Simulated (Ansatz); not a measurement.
A first try at the interaction energy of a dimer with the counterpoise correction of BBrH₄Si, SMILES [SiH3]BBr, using the Python package of Ansatz (0.2.0).

`bbrh4si_dimer.py`
```python
"""Interaction energy of two BBrH4Si molecules, with the counterpoise correction."""

import ansatz

FIRST = [
    ("Si", (-0.6347, 0.4388, -0.2203)),
    ("B", (0.8091, -0.5065, 0.5072)),
    ("Br", (1.7565, -1.8297, -0.6373)),
    ("H", (-1.6529, -0.449, -0.6627)),
    ("H", (-0.224, 1.2596, -1.4072)),
    ("H", (-1.2267, 1.4049, 0.7899)),
    ("H", (1.173, -0.3183, 1.6301)),
]
SECOND = [
    ("Si", (1.9214, 3.2427, -0.0413)),
    ("B", (1.6243, 2.9008, 1.7759)),
    ("Br", (0.4213, 4.1176, 2.791)),
    ("H", (2.4755, 4.5379, -0.2313)),
    ("H", (0.6491, 3.1906, -0.835)),
    ("H", (2.8543, 2.2122, -0.6512)),
    ("H", (2.1297, 1.9662, 2.3234)),
]

def energy(atoms, ghosts=()):
    molecule = ansatz.Crystal.molecule()
    for symbol, xyz in atoms:
        molecule = molecule.atom(symbol, xyz)
    calc = (
        molecule.calculation()
        .basis(gaussian="def2-SVPD")
        .correlation("MP2")
        .occupations("fermi_dirac", width=0.1)
    )
    deck = calc.input()
    if ghosts:
        deck = deck.set(ansatz.key.basis.gaussian.ghost_atoms, [{"symbol": s, "position_ang": list(xyz)} for s, xyz in ghosts])
    return ansatz.Session.from_dict(deck).plan().execute().report["free_energy_ev"]

# monomers in their own basis and in the basis of the dimer
both = energy(FIRST + SECOND)
alone = energy(FIRST) + energy(SECOND)
ghosted = energy(FIRST, SECOND) + energy(SECOND, FIRST)
print(f"dimer {both:.6f} eV")
print(f"interaction, uncorrected   {23.060548 * (both - alone):8.3f} kcal/mol")
print(f"interaction, counterpoise  {23.060548 * (both - ghosted):8.3f} kcal/mol")
print(f"basis-set superposition    {23.060548 * (alone - ghosted):8.3f} kcal/mol")
```

```console
$ python bbrh4si_dimer.py
Traceback (most recent call last):
  File "bbrh4si_dimer.py", line 40, in <module>
    both = energy(FIRST + SECOND)
  File "bbrh4si_dimer.py", line 37, in energy
    return ansatz.Session.from_dict(deck).plan().execute().report["free_energy_ev"]
           ~~~~~~~~~~~~~~~~~~~~~~~~^^^^^^
  ...
ansatz.RefusalError: invalid value for `basis.gaussian`: such a run doesn't read scf.occupations; remove what it names
$ echo $?
1
```
(Library frames cut from the traceback.)

Find the fault and give the corrected script.

The fault: in this program a Gaussian-basis run takes no smearing. The change:

```diff
--- before
+++ after
@@ -31,3 +31,2 @@
         .correlation("MP2")
-        .occupations("fermi_dirac", width=0.1)
     )
```

The mended script runs so:

```console
$ python bbrh4si_dimer.py
dimer -157192.937513 eV
interaction, uncorrected     -1.686 kcal/mol
interaction, counterpoise     1.222 kcal/mol
basis-set superposition       2.908 kcal/mol
```

Notes:
- Total energies depend on the basis set; only differences at equal settings carry meaning.
- The dimer is a generated trial pose of unrelaxed monomers, not a minimum, so the figure is no binding energy, and the basis set is small.
- Timing: 72 s on 1 thread of Arm Neoverse V1, on a shared host, peak memory 0.94 GiB.

(Lines on the test bed's own set-up are left out of the output.)
